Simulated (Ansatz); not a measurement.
**C5H2F6O3Zn: up Jacob's ladder to CCSD(T)**

An exercise on one series of results from a longer session: the logs are not shown, and one member is left open.

Method: functionals in def2-TZVPP, the program's frozen cores in correlated methods; program: Ansatz 0.2.0, Gaussian basis.

The runs, in order: LDA (SPW92), PBE-D4, revPBE-D4, BLYP-D4, r2SCAN-D4, B97M-V, PBE0-D4, B3LYP-D4, r2SCANh-D4, r2SCAN0-D4, HSE06-D4, BHLYP-D4, CAM-B3LYP-D4, LC-ωPBE, ωB97X-V, ωB97M-V, B2PLYP, PBE-QIDH; CCSD(T)/def2-SVP; CCSD(T)/def2-TZVPP; MP2/def2-QZVPP; extrapolation to the limit; RPA on PBE.

## The geometry

The geometry comes from an earlier relaxation with PBE0-D4 in a triple-zeta def2 set; it is a stationary point, not always the lowest conformer.

SMILES `[OH][Zn-]1[O]C(C(F)(F)F)=CC(C(F)(F)F)=[O+]1`, 17 atoms, charge 0, spin multiplicity 1.

Atoms are counted from 1 here; the program's logs count them from 0.

Bond lengths: O1–Zn2 1.785 Å, O1–H16 0.959 Å, Zn2–O3 1.936 Å, Zn2–O15 1.972 Å, O3–C4 1.258 Å, C4–C5 1.538 Å, C4–C9 1.387 Å, C5–F6 1.330 Å, C5–F7 1.332 Å, C5–F8 1.330 Å, C9–C10 1.395 Å, C9–H17 1.079 Å, C10–C11 1.543 Å, C10–O15 1.251 Å, C11–F12 1.336 Å, C11–F13 1.320 Å, C11–F14 1.336 Å. Angles: Zn2–O1–H16 113.8°, O1–Zn2–O3 133.4°, O1–Zn2–O15 133.5°, O3–Zn2–O15 93.1°, Zn2–O3–C4 124.7°, O3–C4–C5 113.0°, O3–C4–C9 128.1°, C5–C4–C9 118.9°, C4–C5–F6 109.8°, C4–C5–F7 112.4°, C4–C5–F8 109.8°, F6–C5–F7 108.1°, F6–C5–F8 108.4°, F7–C5–F8 108.1°, C4–C9–C10 122.2°, C4–C9–H17 119.1°, C10–C9–H17 118.7°, C9–C10–C11 116.2° and more.

Geometry (Å):

| atom | x (Å) | y (Å) | z (Å) |
| --- | --- | --- | --- |
| O1 | -2.21308 | -1.57576 | 3.16147 |
| Zn2 | -1.27679 | -0.89011 | 1.80464 |
| O3 | -1.58989 | 0.57280 | 0.57653 |
| C4 | -0.79904 | 0.92103 | -0.33745 |
| C5 | -1.31535 | 2.11674 | -1.15509 |
| F6 | -2.47683 | 1.80588 | -1.72445 |
| F7 | -0.46674 | 2.47895 | -2.11618 |
| F8 | -1.50532 | 3.16250 | -0.35528 |
| C9 | 0.42817 | 0.36509 | -0.66625 |
| C10 | 0.96134 | -0.72148 | 0.02686 |
| C11 | 2.33333 | -1.23318 | -0.45849 |
| F12 | 2.24658 | -1.63896 | -1.72829 |
| F13 | 2.76527 | -2.24131 | 0.27607 |
| F14 | 3.23623 | -0.25036 | -0.40455 |
| O15 | 0.46518 | -1.33827 | 0.99513 |
| H16 | -1.78445 | -2.31837 | 3.59070 |
| H17 | 0.99140 | 0.78480 | -1.48538 |

Set-up of the first run:

Contents of in.yaml:

```yaml
crystal:
  periodic: [false, false, false]
  atoms:
    - {symbol: O, position_ang: [-2.213081, -1.575763, 3.161475]}
    - {symbol: Zn, position_ang: [-1.276795, -0.890106, 1.804639]}
    - {symbol: O, position_ang: [-1.589892, 0.572800, 0.576533]}
    - {symbol: C, position_ang: [-0.799041, 0.921026, -0.337449]}
    - {symbol: C, position_ang: [-1.315346, 2.116738, -1.155089]}
    - {symbol: F, position_ang: [-2.476831, 1.805883, -1.724447]}
    - {symbol: F, position_ang: [-0.466739, 2.478954, -2.116182]}
    - {symbol: F, position_ang: [-1.505319, 3.162504, -0.355276]}
    - {symbol: C, position_ang: [0.428169, 0.365093, -0.666252]}
    - {symbol: C, position_ang: [0.961344, -0.721479, 0.026862]}
    - {symbol: C, position_ang: [2.333335, -1.233184, -0.458493]}
    - {symbol: F, position_ang: [2.246578, -1.638958, -1.728291]}
    - {symbol: F, position_ang: [2.765275, -2.241314, 0.276065]}
    - {symbol: F, position_ang: [3.236231, -0.250364, -0.404553]}
    - {symbol: O, position_ang: [0.465183, -1.338268, 0.995125]}
    - {symbol: H, position_ang: [-1.784453, -2.318366, 3.590705]}
    - {symbol: H, position_ang: [0.991401, 0.784804, -1.485382]}
basis:
  gaussian: {orbitals: def2-TZVPP}
hamiltonian: {xc: lda}
output: {orbitals: {seedname: orbitals}}
```

Command:

```console
$ ansatz run in.yaml --threads 11 --pin off --events-out ev --progress --plain --max-ram 110592MiB --backend cuda --devices 0, --max-vram 75GiB
```

Steps of the session up to this table: LDA; PBE-D4 (GGA); revPBE-D4 (GGA); BLYP-D4 (GGA); r2SCAN-D4 (meta-GGA); B97M-V (meta-GGA); PBE0-D4 (hybrid); B3LYP-D4 (hybrid); r2SCANh-D4 (hybrid); r2SCAN0-D4 (hybrid); HSE06-D4 (hybrid); BHLYP-D4 (hybrid); CAM-B3LYP-D4 (range-separated); LC-ωPBE (range-separated); ωB97X-V (range-separated); ωB97M-V (range-separated); B2PLYP (double hybrid); PBE-QIDH (double hybrid).

One table of the session follows, with a row left open; its other results are not shown here.

It belongs to the step «Frontier levels by functional». 

```
  functional  HOMO (eV)  LUMO (eV)  gap (eV)
 LDA (SPW92)      -6.90      -4.27      2.63
      PBE-D4      -6.63      -3.92      2.71
   revPBE-D4      -6.53      -3.79      2.74
     BLYP-D4      -6.55      -3.80      2.75
   r2SCAN-D4      -6.94      -3.88      3.06
      B97M-V      -7.00      -3.74      3.25
     PBE0-D4      -8.17      -3.14      5.02
    B3LYP-D4      -7.94      -3.35      4.59
  r2SCANh-D4      -7.53      -3.58      3.95
  r2SCAN0-D4      -8.40      -3.13      5.27
    HSE06-D4      -7.76      -3.52      4.24
    BHLYP-D4      -9.42      -2.18      7.24
CAM-B3LYP-D4          ?          ?         ?
     LC-ωPBE     -10.84      -1.00      9.84
     ωB97X-V     -10.50      -0.98      9.52
     ωB97M-V     -10.43      -1.02      9.42
```

**Question.** Estimate the row for CAM-B3LYP-D4.

The run gave: HOMO (eV): -9.58; LUMO (eV): -2.09; gap (eV): 7.49. In the column «HOMO (eV)» it lies between ωB97M-V (-10.43) and BHLYP-D4 (-9.42).
